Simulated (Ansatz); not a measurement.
# KCdCO3F: the cost of one run

The runs shown are made with Ansatz 0.2.0. PAW datasets, plane waves. The values are computed, spin-unpolarised, and not measurements.

## 1. The structure to begin with

The cell was relaxed beforehand with r2SCAN.

It is hexagonal, P-6m2 (No. 187); a = 5.042 Å, c = 4.424 Å in the conventional setting, 13.91 Å³ an atom. Near K stand 6 O at 2.75 Å and 3 F at 2.91 Å; near Cd stand 2 F at 2.21 Å and 6 O at 2.53 Å; near C stand 3 O at 1.28 Å; near O stand 1 C at 1.28 Å; near F stand 2 Cd at 2.21 Å and 3 K at 2.91 Å.

As a file:

```cif
data_structure
_symmetry_space_group_name_H-M 'P-6m2'
_symmetry_Int_Tables_number 187
_cell_length_a 5.0419
_cell_length_b 5.0419
_cell_length_c 4.4241
_cell_angle_alpha 90.000
_cell_angle_beta 90.000
_cell_angle_gamma 120.000
_cell_volume 97.40
loop_
_atom_site_label
_atom_site_type_symbol
_atom_site_symmetry_multiplicity
_atom_site_Wyckoff_symbol
_atom_site_fract_x
_atom_site_fract_y
_atom_site_fract_z
_atom_site_occupancy
K1 K 1 a 0.00000 0.00000 0.00000 1
Cd1 Cd 1 f 0.66667 0.33333 0.50000 1
C1 C 1 d 0.33333 0.66667 0.50000 1
O1 O 3 k 0.18641 0.37283 0.50000 1
F1 F 1 e 0.66667 0.33333 0.00000 1
```

## 2. PBE bands along the symmetry lines

input.yaml reads:

```yaml
crystal:
  lattice:
    - [5.0419290554, 0.0, 0.0]
    - [-2.5209645277, 4.3664386461, 0.0]
    - [0.0, 0.0, 4.4240642867]
  atoms:
    - { symbol: K, position: [0.0, 0.0, 0.0] }
    - { symbol: Cd, position: [0.6666666667, 0.3333333333, 0.5] }
    - { symbol: C, position: [0.3333333333, 0.6666666667, 0.5] }
    - { symbol: O, position: [0.1864134963, 0.3728269925, 0.5] }
    - { symbol: O, position: [0.1864134963, 0.8135865037, 0.5] }
    - { symbol: O, position: [0.6271730075, 0.8135865037, 0.5] }
    - { symbol: F, position: [0.6666666667, 0.3333333333, 0.0] }
kpoints:
  mp_grid: { grid: [6, 6, 6] }
  band_path:
    path:
      - [[0.0, 0.0, 0.0], [0.5, 1.261318849264e-16, 0.0], [0.3333333333333, 0.3333333333333, 0.0], [0.0, 0.0, 0.0], [0.0, 0.0, 0.5], [0.5, 1.261318849264e-16, 0.5], [0.3333333333333, 0.3333333333333, 0.5], [0.0, 0.0, 0.5]]
      - [[0.5, 1.261318849264e-16, 0.5], [0.5, 1.261318849264e-16, 0.0]]
      - [[0.3333333333333, 0.3333333333333, 0.5], [0.3333333333333, 0.3333333333333, 0.0]]
    npoints: 10
hamiltonian:
  xc: pbe
scf:
  occupations: { method: fermi_dirac, width: 0.02 }
  n_extra_bands: 5
output:
  forces: true
  stress: true
  eigenvalues: true
  write_density: true
  write_potential: true
  elf: true
  volumetric_format: npy
```

The run is started by

```sh
$ ansatz run input.yaml --threads 4 --pin off --max-ram 9216MiB --backend cpu --events-out ev --progress --plain --runs-dir out
```

Q: Estimate wall time and peak memory on 4 threads of Arm Neoverse V1, shared host.

About 7.7 s, with a peak of 0.51 GiB.
